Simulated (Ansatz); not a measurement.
# Si₂N₂H₈: a ladder of functionals and wavefunction methods

The task here is to estimate one member of a computed series from the others.

Computed with Ansatz 0.2.0, Gaussian basis. Level: functionals in def2-TZVPP, the program's frozen cores in correlated methods.

The runs, in order: LDA (SPW92), PBE-D4, revPBE-D4, BLYP-D4, r2SCAN-D4, B97M-V, PBE0-D4, B3LYP-D4, r2SCANh-D4, r2SCAN0-D4, HSE06-D4, BHLYP-D4, CAM-B3LYP-D4, LC-ωPBE, ωB97X-V, ωB97M-V, B2PLYP, PBE-QIDH; CCSD(T)/def2-SVP; CCSD(T)/def2-TZVPP; MP2/def2-QZVPP; extrapolation to the limit; RPA on PBE.

### Structure used throughout

The geometry comes from an earlier relaxation with PBE0-D4 in a triple-zeta def2 set; it is a stationary point, not always the lowest conformer.

12 atoms, charge 0, spin multiplicity 1.

Atoms are counted from 1 here; the program's logs count them from 0.

Bond lengths: N1–Si2 1.717 Å, N1–H5 1.006 Å, N1–H6 1.007 Å, Si2–N3 1.715 Å, Si2–Si4 2.353 Å, Si2–H7 1.496 Å, N3–H8 1.006 Å, N3–H9 1.008 Å, Si4–H10 1.490 Å, Si4–H11 1.491 Å, Si4–H12 1.492 Å. Angles: Si2–N1–H5 120.0°, Si2–N1–H6 121.2°, H5–N1–H6 111.9°, N1–Si2–N3 107.8°, N1–Si2–Si4 116.0°, N1–Si2–H7 103.0°, N3–Si2–Si4 105.3°, N3–Si2–H7 116.7°, Si4–Si2–H7 108.6°, Si2–N3–H8 121.1°, Si2–N3–H9 120.5°, H8–N3–H9 111.9°, Si2–Si4–H10 110.5°, Si2–Si4–H11 110.8°, Si2–Si4–H12 112.4°, H10–Si4–H11 107.8°, H10–Si4–H12 107.7°, H11–Si4–H12 107.5°.

Set-up of the first run:

in.yaml

```yaml
crystal:
  periodic: [false, false, false]
  atoms:
    - {symbol: N, position_ang: [-1.122788, 1.487600, -0.413352]}
    - {symbol: Si, position_ang: [0.286772, 0.547222, -0.137505]}
    - {symbol: N, position_ang: [0.683683, 0.675289, 1.525628]}
    - {symbol: Si, position_ang: [0.086844, -1.760087, -0.551774]}
    - {symbol: H, position_ang: [-1.265268, 1.929764, -1.306134]}
    - {symbol: H, position_ang: [-1.994803, 1.264085, 0.038139]}
    - {symbol: H, position_ang: [1.269189, 1.121879, -1.108409]}
    - {symbol: H, position_ang: [1.228318, -0.034560, 1.986151]}
    - {symbol: H, position_ang: [0.804454, 1.579022, 1.955420]}
    - {symbol: H, position_ang: [-0.020939, -2.020727, -2.014941]}
    - {symbol: H, position_ang: [-1.135083, -2.312371, 0.100211]}
    - {symbol: H, position_ang: [1.256619, -2.532316, -0.039335]}
basis:
  gaussian: {orbitals: def2-TZVPP}
hamiltonian: {xc: lda}
output: {orbitals: {seedname: orbitals}}
```

Steps of the session up to this table: LDA; PBE-D4 (GGA); revPBE-D4 (GGA); BLYP-D4 (GGA); r2SCAN-D4 (meta-GGA); B97M-V (meta-GGA); PBE0-D4 (hybrid); B3LYP-D4 (hybrid); r2SCANh-D4 (hybrid); r2SCAN0-D4 (hybrid); HSE06-D4 (hybrid); BHLYP-D4 (hybrid); CAM-B3LYP-D4 (range-separated); LC-ωPBE-D4 (range-separated; the results give it without D4); ωB97X-V (range-separated); ωB97M-V (range-separated); B2PLYP (double hybrid); PBE-QIDH (double hybrid).

One table of the session follows, with a row left open; its other results are not shown here.

It belongs to the step «Orbital energies across the functionals». 

```
  functional  HOMO (eV)  LUMO (eV)  gap (eV)
 LDA (SPW92)      -5.75      -0.73      5.02
      PBE-D4      -5.64      -0.56      5.09
   revPBE-D4      -5.60      -0.47      5.13
     BLYP-D4      -5.53      -0.43      5.10
   r2SCAN-D4      -5.91      -0.22      5.69
      B97M-V      -6.05      -0.49      5.57
     PBE0-D4          ?          ?         ?
    B3LYP-D4      -6.69       0.06      6.75
  r2SCANh-D4      -6.37       0.06      6.43
  r2SCAN0-D4      -7.07       0.47      7.54
    HSE06-D4      -6.49      -0.11      6.39
    BHLYP-D4      -8.05       1.08      9.14
CAM-B3LYP-D4      -8.23       1.23      9.46
     LC-ωPBE      -9.53       2.39     11.91
     ωB97X-V      -9.21       2.23     11.43
     ωB97M-V      -9.04       1.88     10.93
```

Q: Estimate the row for PBE0-D4 from the others.

The run gave: HOMO (eV): -6.89; LUMO (eV): 0.27; gap (eV): 7.15. In the column «HOMO (eV)» it lies between r2SCAN0-D4 (-7.07) and B3LYP-D4 (-6.69).
